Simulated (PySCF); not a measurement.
**Fe⁺: excitation energies in def2-TZVPPD**

Each state of iron is computed at each level; their differences give the excitation energy. How far do the methods differ?

Method: unrestricted determinants in a Gaussian basis, no spin-orbit coupling in the energies. Code: PySCF 2.14.0.

## (1) Starting point

* Element: iron (Z = 26)
* Basis: def2-TZVPPD (6s6p4d2f1g, 67 functions)
* Hamiltonian: no relativity, point nucleus
* State 1: Fe⁺: [Ar] 3d7, high-spin 4F determinant (an excited configuration)
* State 2: Fe⁺: [Ar] 3d6 4p1, one real determinant (an excited configuration)
* Needed too, but not shown: Fe⁺ [Ar] 3d6 4s1 (6D)
* Methods: CCSD(T)
* Core shells frozen in the correlated runs: valence and next inner shell: [Ne] (for Fe⁺)

Outer shells as boxes (Hund's rule):

Fe+ [Ar] 3d7
```
[Ar] core
3d [↑↓][↑↓][↑ ][↑ ][↑ ]
```

Fe+ [Ar] 3d6 4p1
```
[Ar] core
3d [↑↓][↑ ][↑ ][↑ ][↑ ]
4p [↑ ][  ][  ]
```

One driver process ran all states and methods and kept the integrals in memory. Each run is shown as a PySCF script that sums up its settings (the driver passes frozen orbitals as a list and adds second-order terms of double hybrids); the logs are those of the runs themselves. The driver starts from symmetry-adapted Hartree-Fock orbitals, holds the occupation by maximum overlap and uses a logarithmic radial grid for functionals, so a plain start would take other cycles.

The integrals over 67 functions and the set-up took 0.96 s of CPU time.

## (2) Fe⁺ [Ar] 3d7, at CCSD(T) (valence and next inner shell)

#### CCSD(T) (valence and next inner shell)

File input.py:

```python
from pyscf import gto, scf, dft, mp, cc
import basis_set_exchange as bse
mol = gto.M(atom="Fe 0 0 0", charge=1, spin=3, symmetry="D2h",
            basis=gto.basis.parse(bse.get_basis("def2-TZVPPD", elements=["Fe"], fmt="nwchem")))
mf = scf.UHF(mol)
mf.irrep_nelec = {'Ag': (5, 4), 'B1g': (1, 1), 'B2g': (1, 0), 'B3g': (1, 0), 'B1u': (2, 2), 'B2u': (2, 2), 'B3u': (2, 2)}
mf.kernel()
mycc = cc.CCSD(mf, frozen=5).run()
mycc.ccsd_t()
```

The program printed:

```text
CC2 = 0
CCSD nocc = (np.int64(9), np.int64(6)), nmo = (62, 62)
frozen orbitals [[0, 1, 2, 3, 4], [0, 1, 2, 3, 4]]
max_cycle = 100
direct = 0
conv_tol = 1e-08
conv_tol_normt = 1e-06
diis_space = 8
diis_start_cycle = 0
Init t2, MP2 energy = -0.539451684335392
Init E_corr(UCCSD) = -0.539451684336076
cycle = 1  E_corr(UCCSD) = -0.497308131759036  dE = 0.0421435526  norm(t1,t2) = 0.0953505
cycle = 2  E_corr(UCCSD) = -0.517638154048284  dE = -0.0203300223  norm(t1,t2) = 0.0414024
cycle = 3  E_corr(UCCSD) = -0.514190638253181  dE = 0.0034475158  norm(t1,t2) = 0.0269531
cycle = 4  E_corr(UCCSD) = -0.514039407445021  dE = 0.000151230808  norm(t1,t2) = 0.004363
cycle = 5  E_corr(UCCSD) = -0.514404586735624  dE = -0.000365179291  norm(t1,t2) = 0.00182534
cycle = 6  E_corr(UCCSD) = -0.514411134211013  dE = -6.54747539e-06  norm(t1,t2) = 0.000703615
cycle = 7  E_corr(UCCSD) = -0.514368167116592  dE = 4.29670944e-05  norm(t1,t2) = 0.000248722
cycle = 8  E_corr(UCCSD) = -0.514376843858195  dE = -8.6767416e-06  norm(t1,t2) = 9.49934e-05
cycle = 9  E_corr(UCCSD) = -0.514383282462863  dE = -6.43860467e-06  norm(t1,t2) = 3.38817e-05
cycle = 10  E_corr(UCCSD) = -0.514382250038709  dE = 1.03242415e-06  norm(t1,t2) = 9.86995e-06
cycle = 11  E_corr(UCCSD) = -0.51438211259074  dE = 1.37447969e-07  norm(t1,t2) = 4.34344e-06
cycle = 12  E_corr(UCCSD) = -0.514382081886423  dE = 3.07043169e-08  norm(t1,t2) = 1.84672e-06
cycle = 13  E_corr(UCCSD) = -0.514382025440845  dE = 5.64455781e-08  norm(t1,t2) = 6.88427e-07
cycle = 14  E_corr(UCCSD) = -0.514382062796585  dE = -3.73557402e-08  norm(t1,t2) = 3.95523e-07
cycle = 15  E_corr(UCCSD) = -0.514382050962901  dE = 1.18336843e-08  norm(t1,t2) = 2.04975e-07
cycle = 16  E_corr(UCCSD) = -0.514382048113139  dE = 2.84976232e-09  norm(t1,t2) = 8.53168e-08
UCCSD converged
E(UCCSD) = -1262.651059973497  E_corr = -0.5143820481131386
UCCSD(T) correction = -0.0117448676701701
```

It used 22 s of CPU time after the integrals (shared host).

CCSD correlation -0.51438 hartree, triples -0.01174; total -1262.662805. T1 = 0.012, largest double amplitude 0.026.

## (3) Fe⁺ [Ar] 3d6 4p1, at CCSD(T) (valence and next inner shell)

#### CCSD(T) (valence and next inner shell)

File input.py:

```python
from pyscf import gto, scf, dft, mp, cc
import basis_set_exchange as bse
mol = gto.M(atom="Fe 0 0 0", charge=1, spin=5, symmetry="D2h",
            basis=gto.basis.parse(bse.get_basis("def2-TZVPPD", elements=["Fe"], fmt="nwchem")))
mf = scf.UHF(mol)
mf.irrep_nelec = {'Ag': (5, 3), 'B1g': (1, 1), 'B2g': (1, 0), 'B3g': (1, 0), 'B1u': (3, 2), 'B2u': (2, 2), 'B3u': (2, 2)}
mf.kernel()
mycc = cc.CCSD(mf, frozen=5).run()
mycc.ccsd_t()
```

The program printed:

```text
CC2 = 0
CCSD nocc = (np.int64(10), np.int64(5)), nmo = (62, 62)
frozen orbitals [[0, 1, 2, 3, 4], [0, 1, 2, 3, 4]]
max_cycle = 100
direct = 0
conv_tol = 1e-08
conv_tol_normt = 1e-06
diis_space = 8
diis_start_cycle = 0
Init t2, MP2 energy = -0.457503180277725
Init E_corr(UCCSD) = -0.45750318027814
cycle = 1  E_corr(UCCSD) = -0.445536189718149  dE = 0.0119669906  norm(t1,t2) = 0.0564598
cycle = 2  E_corr(UCCSD) = -0.454064523365536  dE = -0.00852833365  norm(t1,t2) = 0.0183037
cycle = 3  E_corr(UCCSD) = -0.453600799093773  dE = 0.000463724272  norm(t1,t2) = 0.0101765
cycle = 4  E_corr(UCCSD) = -0.454398741776771  dE = -0.000797942683  norm(t1,t2) = 0.00595545
cycle = 5  E_corr(UCCSD) = -0.454486770265882  dE = -8.80284891e-05  norm(t1,t2) = 0.00339516
cycle = 6  E_corr(UCCSD) = -0.454408313062437  dE = 7.84572034e-05  norm(t1,t2) = 0.0024301
cycle = 7  E_corr(UCCSD) = -0.454539394325826  dE = -0.000131081263  norm(t1,t2) = 0.0011834
cycle = 8  E_corr(UCCSD) = -0.454568069084692  dE = -2.86747589e-05  norm(t1,t2) = 0.000443171
cycle = 9  E_corr(UCCSD) = -0.454541489119082  dE = 2.65799656e-05  norm(t1,t2) = 0.000170071
cycle = 10  E_corr(UCCSD) = -0.454540833549419  dE = 6.55569663e-07  norm(t1,t2) = 6.16303e-05
cycle = 11  E_corr(UCCSD) = -0.454544949972454  dE = -4.11642304e-06  norm(t1,t2) = 3.37005e-05
cycle = 12  E_corr(UCCSD) = -0.454543522846064  dE = 1.42712639e-06  norm(t1,t2) = 1.49793e-05
cycle = 13  E_corr(UCCSD) = -0.4545438157966  dE = -2.92950536e-07  norm(t1,t2) = 5.11978e-06
cycle = 14  E_corr(UCCSD) = -0.454543653780406  dE = 1.62016194e-07  norm(t1,t2) = 2.45255e-06
cycle = 15  E_corr(UCCSD) = -0.454543676602062  dE = -2.2821656e-08  norm(t1,t2) = 1.11076e-06
cycle = 16  E_corr(UCCSD) = -0.454543705990696  dE = -2.93886334e-08  norm(t1,t2) = 4.9063e-07
cycle = 17  E_corr(UCCSD) = -0.454543697491947  dE = 8.49874837e-09  norm(t1,t2) = 2.46579e-07
UCCSD converged
E(UCCSD) = -1262.488155996923  E_corr = -0.4545436974919472
UCCSD(T) correction = -0.00901360812963456
```

CPU time 21 s on a shared host, the integrals not counted.

CCSD correlation -0.45454 hartree, triples -0.00901; total -1262.497170. T1 = 0.010, largest double amplitude 0.035.

The real determinant used has ⟨L²⟩ near 8 against 12 for a pure F term, so it mixes terms.

## (4) Differences of total energies

Excitation energy: Fe⁺ [Ar] 3d6 4s1 (6D) → Fe⁺ [Ar] 3d7 (4F).

| method | value (eV) | less the reference (eV) |
| --- | --- | --- |
| UHF | 1.588 | +1.340 |
| MP2 (valence and next inner shell) | -0.309 | -0.557 |
| SCS-MP2 (valence and next inner shell) | -0.408 | -0.656 |
| CCSD (valence and next inner shell) | 0.244 | -0.004 |
| CCSD(T) (valence and next inner shell) | 0.174 | -0.074 |

Reference: 0.248 eV (measured; NIST levels, between the centres of gravity of the two terms). The calculation is non-relativistic, which matters at this Z. Errors of the correlated levels include the incompleteness of this basis.

Excitation energy: Fe⁺ [Ar] 3d6 4s1 (6D) → Fe⁺ [Ar] 3d6 4p1 (high-spin determinant).

| method | value (eV) | less CCSD(T) (valence and next inner shell) (eV) |
| --- | --- | --- |
| UHF | 4.393 | -0.288 |
| MP2 (valence and next inner shell) | 4.725 | +0.044 |
| SCS-MP2 (valence and next inner shell) | 4.644 | -0.037 |
| CCSD (valence and next inner shell) | 4.677 | -0.004 |
| CCSD(T) (valence and next inner shell) | 4.681 | +0.000 |

A first-order spin-orbit estimate (lowest level to lowest level, LS coupling) adds 0.019 eV.

The differences also use runs on Fe⁺ [Ar] 3d6 4s1 (6D), which are not shown here. The runs at UHF, MP2 (valence and next inner shell) are not shown; their differences are listed all the same.

## (5) Summary of results

```
                             quantity                                                                        value
    excitation energy, Fe⁺ → [Ar] 3d7  UHF 1.588, CCSD(T) (valence and next inner shell) 0.174 eV; reference 0.248
excitation energy, Fe⁺ → [Ar] 3d6 4p1                   UHF 4.393, CCSD(T) (valence and next inner shell) 4.681 eV
```

Each level's miss (mean over 2 differences):

| method | mean absolute miss against CCSD(T) (valence and next inner shell) (eV) |
| --- | --- |
| UHF | 0.851 |
| MP2 (valence and next inner shell) | 0.264 |
| SCS-MP2 (valence and next inner shell) | 0.309 |
| CCSD (valence and next inner shell) | 0.037 |
| CCSD(T) (valence and next inner shell) | 0.000 |

What this shows: For the first difference the methods span 1.996 eV, from SCS-MP2 (valence and next inner shell) (-0.408) to UHF (1.588). The reference is uncertain or not like for like (spin-orbit coupling or other relativistic terms), so no ranking of close methods is drawn. All values hold for this basis alone; no basis-set limit was taken.
